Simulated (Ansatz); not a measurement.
Geometry optimisation, DFT PBEsol, scalar-relativistic, plane waves, PAW (Ansatz 0.2.0).

input.yaml

```yaml
crystal:
  lattice:
    - [5.048742, 0.0, 0.0]
    - [0.0, 5.048742, 0.0]
    - [0.0, 0.0, 15.1647]
  atoms:
    - { symbol: H, position: [0.4277868, 0.0, 0.0659426] }
    - { symbol: H, position: [0.0722132, 0.0, 0.0659426] }
    - { symbol: H, position: [0.9277868, 0.0, 0.0659426] }
    - { symbol: H, position: [0.5722132, 0.0, 0.0659426] }
    - { symbol: H, position: [0.4277868, 0.5, 0.0659426] }
    - { symbol: H, position: [0.0722132, 0.5, 0.0659426] }
    - { symbol: H, position: [0.9277868, 0.5, 0.0659426] }
    - { symbol: H, position: [0.5722132, 0.5, 0.0659426] }
    - { symbol: C, position: [0.25, 0.0, 0.1077964] }
    - { symbol: C, position: [0.75, 0.0, 0.1077964] }
    - { symbol: C, position: [0.25, 0.5, 0.1077964] }
    - { symbol: C, position: [0.75, 0.5, 0.1077964] }
    - { symbol: C, position: [0.25, 0.25, 0.1666502] }
    - { symbol: C, position: [0.75, 0.25, 0.1666502] }
    - { symbol: C, position: [0.25, 0.75, 0.1666502] }
    - { symbol: C, position: [0.75, 0.75, 0.1666502] }
    - { symbol: C, position: [0.0, 0.25, 0.225504] }
    - { symbol: C, position: [0.5, 0.25, 0.225504] }
    - { symbol: C, position: [0.0, 0.75, 0.225504] }
    - { symbol: C, position: [0.5, 0.75, 0.225504] }
    - { symbol: C, position: [0.0, 0.0, 0.2843578] }
    - { symbol: C, position: [0.5, 0.0, 0.2843578] }
    - { symbol: C, position: [0.0, 0.5, 0.2843578] }
    - { symbol: C, position: [0.5, 0.5, 0.2843578] }
    - { symbol: C, position: [0.25, 0.0969069, 0.3405738] }
    - { symbol: C, position: [0.75, 0.0969069, 0.3405738] }
    - { symbol: C, position: [0.25, 0.4030931, 0.3168345] }
    - { symbol: C, position: [0.75, 0.4030931, 0.3168345] }
    - { symbol: H, position: [0.3470621, 0.3481901, 0.4111324] }
    - { symbol: H, position: [0.4308369, 0.2183819, 0.4111324] }
basis:
  ecutwfc: 420.0
kpoints:
  mp_grid: { grid: [2, 2, 1] }
hamiltonian:
  xc: pbesol
  pseudopotentials: { kind: paw, azcp: { folder: soft_1 } }
scf:
  occupations: { method: fermi_dirac, width: 0.05 }
  lower_state_search: "off"
relax:
  f_tol: 0.08
  max_steps: 25
  adjacent_minimum: "off"
  constraints: [{ sites: [0, 1, 2, 3, 4, 5, 6, 7, 8, 9, 10, 11, 12, 13, 14, 15] }]
output:
  write_density: true
  write_potential: true
  elf: true
  volumetric_format: npy
```

Launched with:

```bash
$ ansatz run input.yaml --threads 1 --pin off --max-ram 3072MiB --backend cpu --events-out ev --progress --plain --runs-dir out
```

Problem. Where does it end, and by what steps?

Solution. It converged. The threshold is loose, so the end isn't yet a minimum. Limits of this set-up: coarse k mesh, thin slab, slab without dipole correction, no dispersion correction for a molecule that may bind weakly, PAW files made for another functional. After 10 steps the energy has fallen by 9.369 eV; H30 moved furthest, 1.41 Å. Parted: H29–H30. Joined: C25–H30, C27–H29.

```
step  energy less start (eV)  largest force component (eV/Å)  accepted
   0                  0.0000                           5.699       yes
   1                 -2.6966                           4.847       yes
   2                 -4.9300                           3.409       yes
   3                 -6.4956                           3.508       yes
   4                 -7.8226                           2.592       yes
   5                 -8.6021                           1.701       yes
   6                 -9.0614                           0.983       yes
   7                 -9.2611                           0.664       yes
   8                 -9.3585                           0.548       yes
   9                 -9.3681                           0.165       yes
  10                 -9.3686                           0.026       yes
```

```xyz
30
Lattice="5.0487 0.0000 0.0000 0.0000 5.0487 0.0000 0.0000 0.0000 15.1647" Properties=species:S:1:pos:R:3
H 2.160 0.000 1.000
H 0.365 0.000 1.000
H 4.684 0.000 1.000
H 2.889 0.000 1.000
H 2.160 2.524 1.000
H 0.365 2.524 1.000
H 4.684 2.524 1.000
H 2.889 2.524 1.000
C 1.262 0.000 1.635
C 3.787 0.000 1.635
C 1.262 2.524 1.635
C 3.787 2.524 1.635
C 1.262 1.262 2.527
C 3.787 1.262 2.527
C 1.262 3.787 2.527
C 3.787 3.787 2.527
C 0.019 1.262 3.337
C 2.505 1.262 3.337
C -0.001 3.787 3.499
C 2.525 3.787 3.499
C 0.012 0.085 4.333
C 2.513 0.085 4.333
C 0.012 2.439 4.333
C 2.513 2.439 4.333
C 1.262 0.454 5.150
C 3.787 0.568 4.998
C 1.262 2.070 5.150
C 3.787 1.956 4.998
H 1.262 2.495 6.164
H 1.262 0.027 6.163
```

Run time: 37 s on 1 thread of Intel(R) Xeon(R) 6975P-C (Granite Rapids), on a shared host, peak memory 0.64 GiB.
